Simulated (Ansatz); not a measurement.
**H3NO (hydroxylamine): B2PLYP/STO-3G**

Aim: the electronic atomisation energy of H3NO (hydroxylamine) at B2PLYP/STO-3G, from 4 runs. 

The results are computed with Ansatz 0.2.0.

45 further runs of the same task are left out: 2 that didn't finish, 43 set aside as unsound or not needed.

**1. The structure to begin with**

The species is H3NO (5 atoms), meant as a singlet with charge 0. As SMILES, `NO`. The coordinates come from a PBE0-D4/def2-TZVP relaxation. This is one conformer, not always the lowest.

Bond lengths: N1–O2 1.422 Å, N1–H3 1.016 Å, N1–H4 1.016 Å, O2–H5 0.960 Å. Angles: N1–O2–H5 102.8°, O2–N1–H3 104.5°, O2–N1–H4 104.5°, H3–N1–H4 106.0°.

**2. The energy at B2PLYP/STO-3G**

File input.yaml:

```yaml
crystal:
  periodic: [false, false, false]
  atoms:
    - {symbol: N, position_ang: [-0.165120, -0.361290, -0.321170]}
    - {symbol: O, position_ang: [0.364460, 0.666040, 0.508060]}
    - {symbol: H, position_ang: [-0.162690, -1.190020, 0.266770]}
    - {symbol: H, position_ang: [-1.141650, -0.109840, -0.446210]}
    - {symbol: H, position_ang: [1.105010, 0.995100, -0.007440]}
basis:
  gaussian: {orbitals: STO-3G}
hamiltonian: {xc: {name: B2PLYP}}
correlation: {frozen_orbitals: {H: 0, "N": 1, O: 1}}
accuracy: high
```

The run is started by

```sh
$ ansatz run input.yaml --threads 1 --pin off --max-ram 3480MiB --events-out events.jsonl --progress --plain --runs-dir runs
```

Output:

```text
Warning: RAYON_NUM_THREADS=1 ignored (pool sized by the plan → 1); use --threads N
Functional definition: B2PLYP
  name "B2PLYP"
  parameter a = 0.53
  parameter c = 0.27
  exchange = (1 - a)*b88_x + a*exact_x
  correlation = (1 - c)*lyp_c + c*(mp2_os + mp2_ss)
209 factors; integrals over basis functions are off by at most 2.3e-8 eV
mean field evaluation 1: about -3528.6928 eV, gradient 1.1e1 eV
mean field evaluation 2: about -3528.7400 eV, gradient 1.1e1 eV
mean field evaluation 4: about -3529.2038 eV, gradient 8.6e-1 eV
mean field evaluation 8: about -3529.2061 eV, gradient 3.7e-3 eV
mean field evaluation 16: about -3529.2061 eV, gradient 4.2e-8 eV
mean field -3529.20609428 eV, -129.6959317830 hartree, gradient 4.2e-8 eV, S^2 0.000000; 0 other end points of the search recorded, 0 dependent functions left out
2 core orbitals not correlated: weight in the atoms' cores, before any rotation towards them, 1.000 or more for the frozen orbitals, at most 0.000 for the correlated occupied ones
reference -3529.20610953 eV, -129.6959323432 hartree; 7, 7 occupied and 4, 4 virtual orbitals, 209 factors
second order -2.81882321 eV of doubles, -0.00000000 eV of singles
Total energy: -3529.96719179 eV, -129.7239016007 hartree
```

Run time: 0.87 s. Hardware: 1 thread of Arm Neoverse V1, shared host.

**3. The H atom at the same level**

File input.yaml:

```yaml
crystal:
  periodic: [false, false, false]
  atoms:
    - {symbol: H, position_ang: [0.000000, 0.000000, 0.000000]}
basis:
  gaussian:
    orbitals: STO-3G
magnetization:
  spin_polarized: true
  initial_magnetization: 1
hamiltonian:
  xc: {name: B2PLYP}
correlation:
  frozen_orbitals: {H: 0}
accuracy: high
```

Run the same way, it converges to -0.46478 Eh (log not shown).

**4. The N atom**

File input.yaml:

```yaml
crystal:
  periodic: [false, false, false]
  atoms:
    - {symbol: N, position_ang: [0.000000, 0.000000, 0.000000]}
basis:
  gaussian: {orbitals: STO-3G}
magnetization: {spin_polarized: true, initial_magnetization: 3}
hamiltonian: {xc: {name: B2PLYP}}
correlation: {frozen_orbitals: {"N": 1}}
accuracy: high
```

Run the same way, it converges to -53.83561 Eh (log not shown).

**5. The O atom at the same level**

File job.yaml:

```yaml
crystal:
  periodic: [false, false, false]
  atoms:
    - {symbol: O, position_ang: [0.000000, 0.000000, 0.000000]}
basis:
  gaussian: {orbitals: STO-3G}
magnetization: {spin_polarized: true, initial_magnetization: 2}
hamiltonian: {xc: {name: B2PLYP}}
correlation: {frozen_orbitals: {O: 1}}
accuracy: high
```

The run is started by

```sh
$ ansatz run job.yaml --threads 1 --pin off --max-ram 3480MiB --events-out events.jsonl --progress --plain --runs-dir runs
```

Output:

```text
Warning: RAYON_NUM_THREADS=1 ignored (pool sized by the plan → 1); use --threads N
Functional definition: B2PLYP
  name "B2PLYP"
  parameter a = 0.53
  parameter c = 0.27
  exchange = (1 - a)*b88_x + a*exact_x
  correlation = (1 - c)*lyp_c + c*(mp2_os + mp2_ss)
15 factors; integrals over basis functions are off by at most 1.1e-9 eV
mean field evaluation 1: about -2012.7424 eV, gradient 6.0e-12 eV
mean field evaluation 2: about -2012.7429 eV, gradient 5.9e-12 eV
mean field -2012.74293129 eV, -73.9669384388 hartree, gradient 0.0e0 eV, S^2 2.000000; 0 other end points of the search recorded, 0 dependent functions left out
1 core orbitals not correlated: weight in the atoms' cores, before any rotation towards them, 1.000 or more for the frozen orbitals, at most 0.000 for the correlated occupied ones
reference -2012.74293782 eV, -73.9669386789 hartree; 4, 2 occupied and 0, 2 virtual orbitals, 15 factors
second order 0.00000000 eV of doubles, 0.00000000 eV of singles
Total energy: -2012.74293782 eV, -73.9669386789 hartree
```

Wall time 0.18 s (1 thread of Arm Neoverse V1, shared host).

**6. Summary of results**

At B2PLYP/STO-3G, 2 core orbitals frozen:

| quantity | value |
| --- | --- |
| molecule: total energy | -129.72390 Eh |
| H atom: total energy | -0.46478 Eh |
| H atom: ⟨S²⟩ | 0.750 |
| N atom: total energy | -53.83561 Eh |
| N atom: ⟨S²⟩ | 3.750 |
| O atom: total energy | -73.96694 Eh |
| O atom: ⟨S²⟩ | 2.000 |
| electronic atomisation energy | 14.341 eV |

In words: Taking the molecule apart into free atoms costs 14.34 eV (331 kcal/mol), before zero-point energy and without spin-orbit coupling. In a minimal basis such a difference can be off by several eV, whatever the method.
